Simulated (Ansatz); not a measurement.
# CH5AlO2 (SMILES C[Al](O)O): HF/3-21G

Aim: the electronic atomisation energy of CH5AlO2 at HF/3-21G, from 5 runs. 

The results are computed with Ansatz 0.2.0.

65 further runs of the same task are left out: 65 set aside as unsound or not needed.

## 1. The molecule

CH5AlO2: 9 atoms, total charge 0, spin state singlet. SMILES: `C[Al](O)O`. Geometry: relaxed at PBE0-D4/def2-TZVP. This is one conformer, not always the lowest.

Bond lengths: C1–Al2 1.933 Å, Al2–O3 1.698 Å, Al2–O4 1.698 Å, C1–H5 1.093 Å, C1–H6 1.092 Å, C1–H7 1.094 Å, O3–H8 0.954 Å, O4–H9 0.955 Å. Some angles: C1–Al2–O3 118.6°, C1–Al2–O4 119.1°, O3–Al2–O4 122.3°, Al2–C1–H5 111.1°, Al2–C1–H6 111.7°, Al2–C1–H7 110.8°, Al2–O3–H8 125.6°, Al2–O4–H9 125.4°, H5–C1–H6 108.4°, H5–C1–H7 106.8°.

## 2. The energy at HF/3-21G

Input file run.yaml:

```yaml
basis:
  gaussian:
    orbitals: 3-21G.json
crystal:
  periodic: [false, false, false]
  atoms:
    - {symbol: C, position_ang: [-0.025110, 1.109820, -1.034090]}
    - {symbol: Al, position_ang: [-0.001290, -0.302910, 0.285630]}
    - {symbol: O, position_ang: [0.957740, -1.672870, -0.006720]}
    - {symbol: O, position_ang: [-0.933740, -0.131550, 1.694140]}
    - {symbol: H, position_ang: [-0.226970, 0.712350, -2.032300]}
    - {symbol: H, position_ang: [-0.780650, 1.863510, -0.803740]}
    - {symbol: H, position_ang: [0.945840, 1.611200, -1.084700]}
    - {symbol: H, position_ang: [1.048330, -2.422320, 0.577320]}
    - {symbol: H, position_ang: [-0.984140, -0.767250, 2.404460]}
output: {orbitals: {seedname: orbitals}}
hamiltonian:
  xc: hf
accuracy: high
```

The basis set 3-21G is read from a file made from the Basis Set Exchange's data (not shown).

The run is started by

```bash
$ ansatz run run.yaml --threads 1 --pin off --max-ram 3480MiB --events-out events.jsonl --progress --plain --runs-dir runs
```

Output:

```text
Warning: RAYON_NUM_THREADS=1 ignored (pool sized by the plan → 1); use --threads N
Functional definition: HF
  name "HF"
  exchange = exact_x
  correlation = 0
1101 factors; integrals over basis functions are off by at most 1.2e-8 eV
mean field evaluation 1: about -11701.2763 eV, gradient 4.8e1 eV
mean field evaluation 2: about -11701.4486 eV, gradient 4.9e1 eV
mean field evaluation 4: about -11705.5627 eV, gradient 1.9e0 eV
mean field evaluation 8: about -11705.6038 eV, gradient 1.4e-1 eV
mean field evaluation 16: about -11705.6039 eV, gradient 4.1e-8 eV
mean field -11705.60388853 eV, -430.1730085603 hartree, gradient 4.1e-8 eV, S^2 0.000000; 0 other end points of the search recorded, 0 dependent functions left out
reference -11705.60388853 eV, -430.1730085603 hartree; 20, 20 occupied and 30, 30 virtual orbitals, 1101 factors
Total energy: -11705.60388853 eV, -430.1730085603 hartree
```

Run time: 0.44 s. Hardware: 1 thread of AMD EPYC 9R14 (Zen 4), shared host; peak memory 0.12 GiB.

## 3. The Al atom

Input file input.yaml:

```yaml
crystal:
  periodic: [false, false, false]
  atoms:
    - {symbol: Al, position_ang: [0.000000, 0.000000, 0.000000]}
basis:
  gaussian:
    orbitals: 3-21G.json
magnetization:
  spin_polarized: true
  initial_magnetization: 1
hamiltonian:
  xc: hf
accuracy: high
```

The basis set 3-21G is read from a file made from the Basis Set Exchange's data (not shown).

Run the same way, it converges to -240.55105 Eh (log not shown).

## 4. The C atom

Input file job.yaml:

```yaml
crystal:
  periodic: [false, false, false]
  atoms:
    - {symbol: C, position_ang: [0.000000, 0.000000, 0.000000]}
basis:
  gaussian:
    orbitals: 3-21G.json
magnetization:
  spin_polarized: true
  initial_magnetization: 2
hamiltonian:
  xc: hf
accuracy: high
```

The basis set 3-21G is read from a file made from the Basis Set Exchange's data (not shown).

Run the same way, it converges to -37.48107 Eh (log not shown).

## 5. The H atom

Input file job.yaml:

```yaml
crystal:
  periodic: [false, false, false]
  atoms:
    - symbol: H
      position_ang: [0.000000, 0.000000, 0.000000]
basis:
  gaussian:
    orbitals: 3-21G.json
magnetization:
  spin_polarized: true
  initial_magnetization: 1
hamiltonian:
  xc: hf
accuracy: high
```

The basis set 3-21G is read from a file made from the Basis Set Exchange's data (not shown).

Run the same way, it converges to -0.49620 Eh (log not shown).

## 6. The O atom, same level

Input file molecule.yaml:

```yaml
crystal:
  periodic: [false, false, false]
  atoms:
    - symbol: O
      position_ang: [0.000000, 0.000000, 0.000000]
basis:
  gaussian: {orbitals: 3-21G.json}
hamiltonian: {xc: hf}
magnetization: {spin_polarized: true, initial_magnetization: 2}
accuracy: high
```

The basis set 3-21G is read from a file made from the Basis Set Exchange's data (not shown).

The run is started by

```bash
$ ansatz run molecule.yaml --threads 1 --pin off --max-ram 3480MiB --events-out events.jsonl --progress --plain --runs-dir runs
```

Output:

```text
Warning: RAYON_NUM_THREADS=1 ignored (pool sized by the plan → 1); use --threads N
[... 4 set-up lines as earlier in the session ...]
42 factors; integrals over basis functions are off by at most 2.9e-9 eV
mean field evaluation 1: about -2024.2447 eV, gradient 5.2e0 eV
mean field evaluation 2: about -2024.2456 eV, gradient 5.2e0 eV
mean field evaluation 4: about -2024.3533 eV, gradient 4.5e-1 eV
mean field evaluation 8: about -2024.3545 eV, gradient 8.4e-7 eV
mean field evaluation 16: about -2024.3543 eV, gradient 2.2e-1 eV
mean field -2024.35454065 eV, -74.3936572123 hartree, gradient 1.5e-8 eV, S^2 2.001100; 0 other end points of the search recorded, 0 dependent functions left out
reference -2024.35454065 eV, -74.3936572123 hartree; 5, 3 occupied and 4, 6 virtual orbitals, 42 factors
Total energy: -2024.35454065 eV, -74.3936572123 hartree
```

Wall time 0.06 s (1 thread of AMD EPYC 9R14 (Zen 4), shared host).

## 7. Summary of results

Level: HF/3-21G.

| quantity | value |
| --- | --- |
| molecule: total energy | -430.17301 Eh |
| molecule: HOMO energy | -11.60 eV |
| molecule: LUMO energy | 3.52 eV |
| molecule: HOMO–LUMO gap | 15.11 eV |
| Al atom: total energy | -240.55105 Eh |
| Al atom: ⟨S²⟩ | 0.750 |
| C atom: total energy | -37.48107 Eh |
| C atom: ⟨S²⟩ | 2.001 |
| H atom: total energy | -0.49620 Eh |
| H atom: ⟨S²⟩ | 0.750 |
| O atom: total energy | -74.39366 Eh |
| O atom: ⟨S²⟩ | 2.001 |
| electronic atomisation energy | 23.744 eV |

In words: Taking the molecule apart into free atoms costs 23.74 eV (2291 kJ/mol), before zero-point energy and without spin-orbit coupling. Hartree–Fock lacks the correlation of the bonding pairs, which as a rule makes this value much too low; in minimal bases other errors can mask that. The basis has no polarisation functions, which makes bonds too weak.
